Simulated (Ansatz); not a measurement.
# W (W, dhcp): the cost of one run

Computed with Ansatz 0.2.0 (DFT BLYP, plane waves (420 eV) with PAW, scalar-relativistic; PBE-made PAW files, unless a step says otherwise).

### Step 1. The system as given

The structure is hexagonal, space group P6_3/mmc (No. 194). Conventional cell: a = 2.819 Å, b = 2.819 Å, c = 9.208 Å, α = 90.00°, β = 90.00°, γ = 120.00°. W (site symmetry -3m) is surrounded by 12 W at 2.82 Å. W (site symmetry -6m2) is surrounded by 12 W at 2.82 Å.

As a file:

```
W
1.0
     2.81941    0.00000    0.00000
    -1.40970    2.44168    0.00000
     0.00000    0.00000    9.20818
W
4
Cartesian
  0.0000 0.0000 0.0000
  0.0000 0.0000 4.6041
  0.0000 1.6278 2.3020
  1.4097 0.8139 6.9061
```

### Step 2. Geometry optimisation

The input, input.yaml:

```yaml
crystal:
  lattice:
    - [2.8194054199, 0.0, 0.0]
    - [-1.40970271, 2.4416767172, 0.0]
    - [0.0, 0.0, 9.2081781015]
  atoms:
    - { symbol: W, position: [0.0, 0.0, 0.0] }
    - { symbol: W, position: [0.0, 0.0, 0.5] }
    - { symbol: W, position: [0.3333333333, 0.6666666667, 0.25] }
    - { symbol: W, position: [0.6666666667, 0.3333333333, 0.75] }
hamiltonian:
  xc: blyp
  pseudopotentials:
    kind: paw
    azcp:
      W: "pseudopotentials/W.paw.azcp"
basis:
  ecutwfc: 420
  fft_grid_basis: typed
kpoints:
  mp_grid: { grid: [13, 13, 4], shift: [0, 0, 0] }
magnetization:
  spin_polarized: false
scf:
  occupations: { method: fermi_dirac, width: 0.1 }
relax:
  max_steps: 60
  f_tol: 0.01
  cell: {}
output:
  write_density: true
  write_potential: true
  elf: true
  volumetric_format: npy
```

What time and memory should one allow on 2 threads of an Arm CPU, shared host?

About 21 s, with a peak of 0.41 GiB.
